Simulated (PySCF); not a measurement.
# One shape, several levels: C3H4BBr (SMILES C#CCBBr)

Wanted: a comparison of 5 runs (HF/6-311G**, HF/def2-SVPD, B3LYP/6-31G*, PBE0/def2-SVP, CCSD(T)/6-31G) of C3H4BBr. The job is set up through a Python script.

The results are computed with PySCF 2.14.0.

**1. Starting point**

C3H4BBr has 9 atoms, charge 0, and is taken as a singlet. As SMILES, `C#CCBBr`. The shape is that of a GFN2-xTB optimisation. This is one conformer, not always the lowest.

Bond lengths: C1–C2 1.196 Å, C2–C3 1.449 Å, C3–B4 1.578 Å, B4–Br5 1.864 Å, C1–H6 1.049 Å, C3–H7 1.099 Å, C3–H8 1.098 Å, B4–H9 1.172 Å. Some angles: C1–C2–C3 179.1°, C2–C3–B4 115.3°, C3–B4–Br5 118.8°, C2–C1–H6 178.9°, C2–C3–H7 108.2°, C2–C3–H8 108.3°, B4–C3–H7 109.5°, B4–C3–H8 110.2°, C3–B4–H9 123.0°, Br5–B4–H9 118.3°.

**2. Energy and forces at HF/6-311G(d,p) (run 1)**

mol.xyz reads:

```xyz
9

C     -0.379800     0.226590     2.222690
C      0.056570     0.197120     1.109370
C      0.570400     0.146620    -0.245050
B     -0.450440    -0.363810    -1.334300
Br     0.086680    -0.402530    -3.119280
H     -0.753930     0.270410     3.201250
H      1.463420    -0.493990    -0.250280
H      0.940780     1.145770    -0.511360
H     -1.533670    -0.726180    -1.073040
```

calc.py reads:

```python
# C#CCBBr
import pyscf.grad
from pyscf import gto, scf

system = gto.M(
    atom='mol.xyz',
    spin=0,
    verbose=4,
    max_memory=1860,
    charge=0,
    basis='6-311g**',
)

hf = scf.RHF(system)
hf.conv_tol = 1e-10
hf.kernel()
if not hf.converged:
    hf = hf.newton().run(hf.mo_coeff, hf.mo_occ)

etot = hf.e_tot
print('E(%s) = %.9f' % ('HF', etot))
grad = hf.Gradients().kernel()
hf.analyze()
```

Launch:

```console
$ OMP_NUM_THREADS=1 python calc.py
```

The program printed:

```text
PySCF version 2.14.0

[... 84 lines left out ...]
Nuclear Repulsion Energy =             237.996293988006499
[... 19 lines left out ...]
MO #14  energy= -3.19409270684139  occ= 2
[... 17 lines left out ...]
MO #32  energy= 0.0746903823489953 occ= 0
[... 17 lines left out ...]
MO #50  energy= 0.53517943861548   occ= 0
[... 17 lines left out ...]
MO #68  energy= 1.04951911569687   occ= 0
[... 17 lines left out ...]
MO #86  energy= 1.8731024136477    occ= 0
[... 17 lines left out ...]
MO #104 energy= 2.76968687583621   occ= 0
[... 17 lines left out ...]
MO #122 energy= 4.54627060910059   occ= 0
[... 17 lines left out ...]
MO #140 energy= 1028.48227607307   occ= 0
[... 152 lines left out ...]
Dipole moment(X, Y, Z, Debye):  0.20837,  0.12125,  0.56198
```

Wall time 26 s (1 thread of Intel Xeon at 2.70GHz, shared host); peak memory 0.48 GiB.

**3. Energy and forces at HF/def2-SVPD (run 2)**

run.py reads:

```python
import pyscf.grad
from pyscf import gto, scf

mol = gto.M(
    atom='''
C     -0.379800     0.226590     2.222690
C      0.056570     0.197120     1.109370
C      0.570400     0.146620    -0.245050
B     -0.450440    -0.363810    -1.334300
Br     0.086680    -0.402530    -3.119280
H     -0.753930     0.270410     3.201250
H      1.463420    -0.493990    -0.250280
H      0.940780     1.145770    -0.511360
H     -1.533670    -0.726180    -1.073040
''',
    charge=0,
    max_memory=1860,
    basis='def2-svpd',
    verbose=4,
)

mf = scf.RHF(mol)
mf.conv_tol = 1e-10
mf.kernel()
if not mf.converged:
    mf = mf.newton().run(mf.mo_coeff, mf.mo_occ)

etot = mf.e_tot
print('E(%s) = %.9f' % ('HF', etot))
grad = mf.Gradients().kernel()
dip = mf.dip_moment()
pop, q = mf.mulliken_pop()
```

Launch:

```console
$ OMP_NUM_THREADS=1 python run.py
```

The program printed:

```text
PySCF version 2.14.0

[... 69 lines left out ...]
converged SCF energy = -2712.58668993326
[... 12 lines left out ...]
Dipole moment(X, Y, Z, Debye):  0.23450,  0.11911,  0.46968
[... 163 lines left out ...]
charge of    8H =      0.23410
```

Wall time 40 s (1 thread of Intel Xeon at 2.70GHz, shared host); peak memory 0.64 GiB.

Run 3 isn't shown in full; the table further down has it.

**4. Energy and forces at PBE0/def2-SVP (run 4)**

calc.py reads:

```python
# C#CCBBr
from pyscf import gto, dft

mol = gto.M(
    atom='''
C   -0.379800   0.226590   2.222690
C    0.056570   0.197120   1.109370
C    0.570400   0.146620  -0.245050
B   -0.450440  -0.363810  -1.334300
Br   0.086680  -0.402530  -3.119280
H   -0.753930   0.270410   3.201250
H    1.463420  -0.493990  -0.250280
H    0.940780   1.145770  -0.511360
H   -1.533670  -0.726180  -1.073040
''',
    spin=0,
    max_memory=1860,
    verbose=4,
    basis='def2-svp',
)

mf = dft.RKS(mol)
mf.xc = 'pbe0'
mf.conv_tol = 1e-10
mf.grids.level = 5
mf.kernel()
if not mf.converged:
    mf = mf.newton().run(mf.mo_coeff, mf.mo_occ)

e_final = mf.e_tot
print('E(%s) = %.9f' % ('PBE0', e_final))
grad = mf.nuc_grad_method().kernel()
mf.analyze()
```

Launch:

```console
$ OMP_NUM_THREADS=1 python calc.py
```

The program printed:

```text
PySCF version 2.14.0

[... 92 lines left out ...]
Nuclear Repulsion Energy =             237.996293988006499
[... 15 lines left out ...]
MO #10  energy= -6.84997355601514  occ= 2
[... 13 lines left out ...]
MO #24  energy= -0.483823572337839 occ= 2
[... 13 lines left out ...]
MO #38  energy= 0.142945217068633  occ= 0
[... 13 lines left out ...]
MO #52  energy= 0.514991137559609  occ= 0
[... 13 lines left out ...]
MO #66  energy= 0.838510036193305  occ= 0
[... 13 lines left out ...]
MO #80  energy= 1.54109956082278   occ= 0
[... 13 lines left out ...]
MO #94  energy= 2.31551037241826   occ= 0
[... 13 lines left out ...]
MO #108 energy= 3.90197497452803   occ= 0
[... 120 lines left out ...]
Dipole moment(X, Y, Z, Debye):  0.48851,  0.14424,  0.03227
```

It took 56 s on 1 thread of Intel Xeon at 2.70GHz, shared host; peak memory 1.1 GiB.

**5. A single-point energy at CCSD(T)/6-31G (run 5)**

job.py reads:

```python
from pyscf import gto, scf, cc

mol = gto.M(
    atom='''
C     -0.379800     0.226590     2.222690
C      0.056570     0.197120     1.109370
C      0.570400     0.146620    -0.245050
B     -0.450440    -0.363810    -1.334300
Br     0.086680    -0.402530    -3.119280
H     -0.753930     0.270410     3.201250
H      1.463420    -0.493990    -0.250280
H      0.940780     1.145770    -0.511360
H     -1.533670    -0.726180    -1.073040
''',
    verbose=4,
    basis='6-31g',
    charge=0,
    max_memory=1860,
)

hf = scf.RHF(mol)
hf.conv_tol = 1e-10
hf.kernel()
if not hf.converged:
    hf = hf.newton().run(hf.mo_coeff, hf.mo_occ)

mycc = cc.CCSD(hf, frozen=13)
mycc.kernel()
e_t = mycc.ccsd_t()
etot = mycc.e_tot + e_t
print('E(%s) = %.9f' % ('CCSD(T)', etot))
dip = hf.dip_moment()
pop, q = hf.mulliken_pop()
```

Launch:

```console
$ OMP_NUM_THREADS=1 python job.py
```

The program printed:

```text
PySCF version 2.14.0

[... 67 lines left out ...]
converged SCF energy = -2712.57347806199
[... 12 lines left out ...]
Init t2, MP2 energy = -2713.05522439494  E_corr(MP2) -0.481746332951234
[... 13 lines left out ...]
CCSD converged
[... 3 lines left out ...]
Dipole moment(X, Y, Z, Debye):  0.15467,  0.15403,  0.94708
[... 81 lines left out ...]
charge of    8H =      0.01080
```

Run time: 14 s. Hardware: 1 thread of Intel Xeon at 2.70GHz, shared host; peak memory 0.26 GiB.

**6. Overview of the runs**

| run | level | Cartesian functions | integration grid | energy (Eh) | dipole moment (D) of the reference | HOMO energy (eV) | LUMO energy (eV) | wall time |
| --- | --- | --- | --- | --- | --- | --- | --- | --- |
| 1 | HF/6-311G** | no | – | -2712.986117 | 0.61 | -10.43 | 2.03 | 26 s |
| 2 | HF/def2-SVPD | no | – | -2712.586690 | 0.54 | -10.53 | 1.86 | 40 s |
| 3 | B3LYP/6-31G* (Cartesian functions) | yes | 5 | -2715.414277 | 0.52 | -7.09 | -1.66 | 48 s |
| 4 | PBE0/def2-SVP | no | 5 | -2714.790930 | 0.51 | -7.59 | -1.64 | 56 s |
| 5 | CCSD(T)/6-31G | no | – | -2713.096123 | 0.97 | -10.36 | 2.22 | 14 s |

**7. What came out**

| quantity | value |
| --- | --- |
| run 5: total energy | -2713.09612 Eh |
| run 5: dipole moment (Hartree–Fock density) | 0.97 D |
| run 5: HOMO energy (Hartree–Fock orbitals) | -10.36 eV |
| run 5: LUMO energy (Hartree–Fock orbitals) | 2.22 eV |
| run 5: HOMO–LUMO gap (Hartree–Fock orbitals) | 12.58 eV |
| run 5: correlation energy (13 core orbitals frozen) | -522.6 mEh |
| run 5: (T) correction | -12.82 mEh |
| run 5: T1 diagnostic | 0.012 |

Over runs 1, 2, 3, 4 the dipole moment (its size) runs from 0.51 D (PBE0/def2-SVP) to 0.61 D (HF/6-311G**). The two ends differ in method and basis. Over runs 1, 2, 3, 4 the HOMO–LUMO gap runs from 5.43 eV (B3LYP/6-31G*) to 12.46 eV (HF/6-311G**). Totals of different functionals can't be ranked against each other. All runs together took 3.1 min, the longest 56 s.
